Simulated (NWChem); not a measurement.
**One shape, several levels: AgBr (silver bromide)**

Wanted: a comparison of 3 runs (HF/def2-TZVPPD, MP2/def2-TZVPPD, CCSD/def2-TZVPPD) of AgBr (silver bromide). 

The results are computed with NWChem 7.3.0.

1 further run of the same task is left out (set aside as unsound or not needed).

## (1) The molecule

AgBr has 2 atoms, charge 0, and is taken as a singlet. SMILES: `[Br][Ag]`. The Br1–Ag2 distance was set to 2.770 Å, away from the relaxed value.

Bond lengths: Br1–Ag2 2.770 Å.

## (2) A single-point energy at HF/def2-TZVPPD (core potential) (run 1)

nw.nw reads:

```
start nw
title "AgBr"
memory total 2200 mb

geometry noautosym nocenter noautoz
  Br    1.347566   -0.502387    0.674210
  Ag   -1.010500    0.333200   -0.515000
end

basis spherical bse
  Br library def2-TZVPPD
  Ag library def2-TZVPPD
end

ecp bse
  Ag library def2-TZVPPD
end

scf
  thresh 1e-08
  maxiter 80
end

task scf
```

Command:

```bash
$ nwchem nw.nw > nw.out
```

Standard output:

```text
[...]
  functions       =   113
[...]
  wavefunction    = RHF
[...]
         Total SCF energy =  -2718.583811617077
      One-electron energy =  -4100.513381566101
      Two-electron energy =   1254.888833365080
 Nuclear repulsion energy =    127.040736583944
        Time for solution =     48.6s
[...]
```

Run time: 51 s. Hardware: 1 thread of Intel Xeon Platinum 8488C (Sapphire Rapids), shared host; peak memory 0.12 GiB.

## (3) A single-point energy at MP2/def2-TZVPPD (core potential) (run 2)

agbr.xyz reads:

```xyz
2
AgBr energy
Br     1.347566    -0.502387     0.674210
Ag    -1.010500     0.333200    -0.515000
```

run.py reads:

```python
from ase.io import read
from ase.calculators.nwchem import NWChem

system = read('agbr.xyz')

calc = NWChem(
    label='agbr',
    theory='mp2',
    memory='2200 mb',
    basis='def2-TZVPPD',
    basispar='spherical bse',
    scf={'nopen': '0', 'rhf': None, 'thresh': '1e-08', 'maxiter': '80'},
    mp2={'freeze': 'core 9', 'tight': None},
    task='energy',
    **{'ecp bse': {'Ag library': 'def2-TZVPPD'}},
)
system.calc = calc

print("Total energy (eV):", round(system.get_potential_energy(), 6))
```

Command:

```bash
$ export ASE_NWCHEM_COMMAND="nwchem PREFIX.nwi > PREFIX.nwo"
$ python run.py
```

Standard output:

```text
Total energy (eV): -74001.546335
```

The calculator wrote agbr.nwi:

```
title "agbr"

permanent_dir agbr

scratch_dir agbr

start agbr

geometry units angstrom nocenter noautosym noautoz
  Br 1.3475660000000000e+00 -5.0238700000000003e-01 6.7420999999999998e-01
  Ag -1.0105000000000000e+00 3.3320000000000000e-01 -5.1500000000000001e-01
end

memory 2200 mb

basis spherical bse noprint
   * library def2-TZVPPD
end

scf
  nopen 0
  rhf
  thresh 1e-08
  maxiter 80
end
mp2
  freeze core 9
  tight
end
ecp bse
  Ag library def2-TZVPPD
end

task mp2 energy
```

agbr.nwo:

```text
Northwest Computational Chemistry Package (NWChem) 7.3.0
             --------------------------------------------------------

           Job information
           ---------------

    nwchem branch   = 7.3.0
    use scalapack   = T
    input           = agbr.nwi
    prefix          = agbr.
    data base       = agbr/agbr.db
    status          = startup
    nproc           =        1

           Memory information
           ------------------

    heap     =     72089596 doubles =      550.0 Mbytes
    stack    =     72089601 doubles =      550.0 Mbytes
    global   =    144179200 doubles =     1100.0 Mbytes (distinct from heap & stack)
    total    =    288358397 doubles =     2200.0 Mbytes
    verify   = yes
    hardfail = no

           Directory information
           ---------------------

  0 permanent = agbr
  0 scratch   = agbr

                                NWChem Input Module
                                -------------------

                                       agbr
                                       ----

[... 93 lines left out ...]
 Convergence threshold     :          1.000E-08
[... 13 lines left out ...]
       Final RHF  results
[... 3 lines left out ...]
      One-electron energy =  -4100.513381545931
[... 1 line left out ...]
 Nuclear repulsion energy =    127.040736583944
[... 45 lines left out ...]
                       ROHF Final Molecular Orbital Analysis
[... 276 lines left out ...]
 Semi-direct pass number   1 of   1  for RHF alpha+beta  at       50.6s
 Done moints_semi at       57.8s
 Done maket at       58.2s
 Done multipass loop at       58.2s

          -------------------------------------------
          SCF energy               -2718.583811599156
          Correlation energy          -0.922878325003
          Singlet pairs               -0.474096813228
          Triplet pairs               -0.448781511774
          Total MP2 energy         -2719.506689924158
          -------------------------------------------

          ---------------------------------------------------
                    Spin Component Scaled (SCS) MP2
          Same spin pairs                     -0.299187674516
          Same spin scaling factor             0.333333333333
          Opposite spin pairs                 -0.623690650486
          Opposite spin scaling fact.          1.200000000000
          SCS-MP2 correlation energy          -0.848158005422
          Total SCS-MP2 energy             -2719.431969604578
          ---------------------------------------------------

 -----------------------
 Task  times  cpu:       58.2s     wall:       58.2s
 Total times  cpu:       58.2s     wall:       58.2s
```

It took 59 s on 1 thread of Intel Xeon Platinum 8488C (Sapphire Rapids), shared host; peak memory 0.49 GiB.

## (4) A single-point energy at CCSD/def2-TZVPPD (core potential) (run 3)

mol.nw reads:

```
start mol
title "AgBr"
memory stack 880 mb heap 220 mb global 1100 mb
charge 0

geometry noautosym nocenter noautoz
  Br       1.347566      -0.502387       0.674210
  Ag      -1.010500       0.333200      -0.515000
end

basis "ao basis" spherical bse
  Br library def2-TZVPPD
  Ag library def2-TZVPPD
end

ecp bse
  Ag library def2-TZVPPD
end

scf
  thresh 1e-08
  maxiter 80
  print medium
end

ccsd
  freeze core 9
  maxiter 60
end

task ccsd energy
```

Command:

```bash
$ nwchem mol.nw > mol.out
```

Standard output:

```text
[...]
  functions       =   113
[...]
  wavefunction    = RHF
[...]
         Total SCF energy =  -2718.583811617077
      One-electron energy =  -4100.513381566101
      Two-electron energy =   1254.888833365080
 Nuclear repulsion energy =    127.040736583944
        Time for solution =     49.9s
[...]
 Total MP2 energy:          -2719.506689942092635
[...]
             energy      energy      error      ampl     ampl      Block
                                                time     time      time
[...]
 Total CCSD energy:          -2719.484085118080202
[...]
```

Run time: 7.4 min. Hardware: 1 thread of Intel Xeon Platinum 8488C (Sapphire Rapids), shared host; peak memory 0.52 GiB.

## (5) Overview of the runs

| run | level | module | frozen core orbitals | energy (Eh) | HOMO energy (eV) | LUMO energy (eV) | HOMO–LUMO gap (eV) | wall time |
| --- | --- | --- | --- | --- | --- | --- | --- | --- |
| 1 | HF/def2-TZVPPD (core potential) | scf | – | -2718.583812 | -9.31 | -0.94 | 8.37 | 51 s |
| 2 | MP2/def2-TZVPPD (core potential) | mp2 | 9 | -2719.506690 | -9.31 | -0.94 | 8.37 | 59 s |
| 3 | CCSD/def2-TZVPPD (core potential) | ccsd | 9 | -2719.484085 | -9.31 | -0.94 | 8.37 | 7.4 min |

## (6) What came out

```
                                          quantity           value
                               run 3: total energy  -2719.48409 Eh
        run 3: HOMO energy (Hartree–Fock orbitals)        -9.31 eV
        run 3: LUMO energy (Hartree–Fock orbitals)        -0.94 eV
      run 3: HOMO–LUMO gap (Hartree–Fock orbitals)         8.37 eV
run 3: correlation energy (9 core orbitals frozen)      -900.3 mEh
```

In words: Below the HF energy at the same shape and in the same basis (def2-TZVPPD): MP2 -922.9 mEh; CCSD -900.3 mEh. All runs together took 9.3 min, the longest 7.4 min.
